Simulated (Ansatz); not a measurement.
**CH2FNSi (SMILES N=C=[SiH]F): one structure at several levels**

The atoms stand at a frame of a short trajectory. How far do the functionals agree with CCSD(T) there?

Program: Ansatz 0.2.0, Gaussian basis. Level of theory: single points in def2-TZVPP. These are calculated values, not measurements.

Correlated methods freeze the cores.

### Step 1. The starting structure

SMILES `N=C=[SiH]F`, 6 atoms, charge 0, spin multiplicity 1.

Atoms are counted from 1 here; the program's logs count them from 0.

Bond lengths: N1–C2 1.198 Å, N1–H5 1.024 Å, C2–Si3 1.934 Å, Si3–F4 1.643 Å, Si3–H6 1.588 Å. Angles: C2–N1–H5 139.3°, N1–C2–Si3 167.3°, C2–Si3–F4 104.4°, C2–Si3–H6 80.8°, F4–Si3–H6 95.3°.

Geometry (Å):

```mol
CH2FNSi
  3D, bonds by distance, orders not assigned

  6  5  0  0  0  0  0  0  0  0999 V2000
    1.7465   -0.1730   -0.6713 N   0  0
    0.6220   -0.0526   -0.2771 C   0  0
   -1.2150    0.4496    0.0631 Si  0  0
   -2.0133   -0.9809    0.1835 F   0  0
    2.6597   -0.4864   -0.3290 H   0  0
   -0.6733    0.4422    1.5556 H   0  0
  1  2  8  0
  1  5  8  0
  2  3  8  0
  3  4  8  0
  3  6  8  0
M  END
```

### Step 2. PBE-D4/def2-TZVPP

Contents of run/in.yaml:

```yaml
crystal:
  periodic: [false, false, false]
  atoms:
    - {symbol: N, position_ang: [1.746495, -0.172990, -0.671347]}
    - {symbol: C, position_ang: [0.621972, -0.052578, -0.277058]}
    - {symbol: Si, position_ang: [-1.214969, 0.449600, 0.063112]}
    - {symbol: F, position_ang: [-2.013278, -0.980917, 0.183515]}
    - {symbol: H, position_ang: [2.659737, -0.486422, -0.328986]}
    - {symbol: H, position_ang: [-0.673281, 0.442184, 1.555566]}
basis:
  gaussian: {orbitals: def2-TZVPP}
hamiltonian: {xc: pbe, dispersion: d4}
output: {forces: true}
```

Started as:

```sh
$ ansatz run in.yaml --threads 2 --pin off --events-out ev --progress --plain --max-ram 3481MiB
```

### Step 3. r2SCAN-D4/def2-TZVPP

Edit run/in.yaml of step 2 so:

```diff
@@ -11,3 +11,3 @@
   gaussian: {orbitals: def2-TZVPP}
-hamiltonian: {xc: pbe, dispersion: d4}
+hamiltonian: {xc: r2scan, dispersion: d4}
 output: {forces: true}
```

### Step 4. PBE0-D4/def2-TZVPP

Edit run/in.yaml of step 3 so:

```diff
@@ -11,3 +11,3 @@
   gaussian: {orbitals: def2-TZVPP}
-hamiltonian: {xc: r2scan, dispersion: d4}
-output: {forces: true}
+hamiltonian: {xc: pbe0, dispersion: d4}
+output: {forces: true, orbitals: {seedname: orbitals}}
```

### Step 5. wB97M-V/def2-TZVPP

Edit run/in.yaml of step 4 so:

```diff
@@ -11,3 +11,3 @@
   gaussian: {orbitals: def2-TZVPP}
-hamiltonian: {xc: pbe0, dispersion: d4}
-output: {forces: true, orbitals: {seedname: orbitals}}
+hamiltonian: {xc: {name: wB97M-V}}
+output: {forces: true}
```

### Step 6. CCSD(T)/def2-TZVPP

Edit run/in.yaml of step 5 so:

```diff
@@ -11,3 +11,3 @@
   gaussian: {orbitals: def2-TZVPP}
-hamiltonian: {xc: {name: wB97M-V}}
+correlation: {method: ccsd_t}
 output: {forces: true}
```

(Steps that only read results are left out.)

**Question.** What will these runs give? Wanted: energy less free atoms, CCSD(T)/def2-TZVPP; RMS force component; RMS force error; HOMO and LUMO, PBE0-D4; T1 diagnostic.

**Answer**, as computed:

| quantity | value |
| --- | --- |
| energy less free atoms, CCSD(T)/def2-TZVPP | -22.205 eV |
| RMS force component | 0.365 to 0.852 eV/Å over the methods |
| RMS force error | PBE-D4 0.377, r2SCAN-D4 0.200, PBE0-D4 0.260, wB97M-V 0.400 eV/Å |
| HOMO and LUMO, PBE0-D4 | -6.34 and -2.05 eV |
| T1 diagnostic | 0.020 |

Against CCSD(T) the functionals' energies less atoms differ by -1.991 to -0.862 eV, PBE-D4 by -1.991 eV. The reference is not at the basis limit: in triple zeta CCSD(T) underbinds, which counts against methods that bind more; the gaps are no ranking. The forces of r2SCAN-D4 come nearest to CCSD(T), those of wB97M-V are farthest. Frozen-core CCSD(T) forces in triple zeta carry basis errors of their own, and this is one geometry, so small gaps rank nothing.
